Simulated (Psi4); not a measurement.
# SiH2O2F (SMILES O[Si](O)F): UPBE0/aug-cc-pVDZ (density fitting, sweep point 8)

We compute the energy of SiH2O2F. 

The results are computed with Psi4 1.11.

6 further runs of the same task are left out: 1 that didn't finish, 5 set aside as unsound or not needed.

## Step 1: The system as given

SiH2O2F: 6 atoms, total charge 0, spin state doublet. As SMILES, `O[Si](O)F`. The shape is that of a PBE0-D4/def2-TZVP optimisation. This is one conformer, not always the lowest.

Bond lengths: O1–Si2 1.630 Å, Si2–O3 1.639 Å, Si2–F4 1.594 Å, O1–H5 0.959 Å, O3–H6 0.959 Å. Angles: O1–Si2–O3 107.8°, O1–Si2–F4 105.4°, O3–Si2–F4 111.3°, Si2–O1–H5 117.1°, Si2–O3–H6 117.8°.

## Step 2: The energy at UPBE0/aug-cc-pVDZ (density fitting, sweep point 8)

Contents of job.dat:

```
memory 1600 MB

molecule molecule1 {
  0 2
  O     -0.887300     1.032000    -0.626300
  Si     0.382900     0.026200    -0.446500
  O      0.346300    -0.560700     1.083400
  F      0.159400    -1.133900    -1.516300
  H     -1.051600     1.658800     0.081100
  H      1.092300    -1.086600     1.378500
  units angstrom
  symmetry c1
}

set basis aug-cc-pVDZ
set reference uks
set scf_type df
set level_shift 0.5

e, wfn = energy("pbe0", return_wfn=True)
print_variables()
```

The run is started by

```console
$ psi4 -n 1 job.dat job.out
```

What values should one expect? Wanted: total energy; dipole moment; HOMO energy; LUMO energy; ⟨S²⟩.

Answer, from the run:

Level: UPBE0/aug-cc-pVDZ (density fitting, sweep point 8).

```
                          quantity          value
                      total energy  -540.74313 Eh
                     dipole moment         2.54 D
HOMO energy (highest over α and β)       -6.52 eV
 LUMO energy (lowest over α and β)       -2.51 eV
                              ⟨S²⟩          0.752
```
